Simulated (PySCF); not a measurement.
# C2H6FNSi: the cost of one run

Computed with PySCF 2.14.0, with density-fitted response routines of our own, on a single molecule in the gas phase. Atoms are numbered from 0 throughout.

### 1 The starting structure

11 atoms, charge 0, multiplicity 1; geometry from: PBE0-D3(BJ)/def2-SVP.

Bonds of the start (Å): C0–C1 1.33, C1–F2 1.35, C1–Si3 1.89, Si3–N4 1.73, C0–H5 1.09, C0–H6 1.09, Si3–H7 1.50, Si3–H8 1.49, N4–H9 1.01, N4–H10 1.01.

### 2 Core-electron binding energies: SCAN, X2C

What the job is given:

```
{"job": {"kind": "xps"}, "charge": 0, "multiplicity": 1}
C     -1.730532    -0.476585    -0.382693
C     -0.951732     0.603576    -0.421710
F     -1.467956     1.798973    -0.766363
Si     0.893027     0.630541    -0.020569
N      1.324237    -0.884214     0.687720
H     -1.283515    -1.434316    -0.110891
H     -2.796979    -0.427343    -0.620414
H      1.121145     1.838769     0.834409
H      1.699927     0.775945    -1.268009
H      1.048491    -1.125758     1.632111
H      2.193442    -1.333754     0.428135
```

With the program's defaults for keys left out, this is: delta-SCF UKS SCAN, pcX-2 on the ionised atom, pcseg-1 elsewhere, spin-free X2C.

Run with:

```console
$ OMP_NUM_THREADS=1 python probes_run.py task.json out
```

One launch serves the whole session: the jobs run in the order shown.

Q: Estimate the wall time and peak memory of this first job on 1 thread of Arm Neoverse V1, shared host.

About 27 s, with a peak of 0.46 GiB.
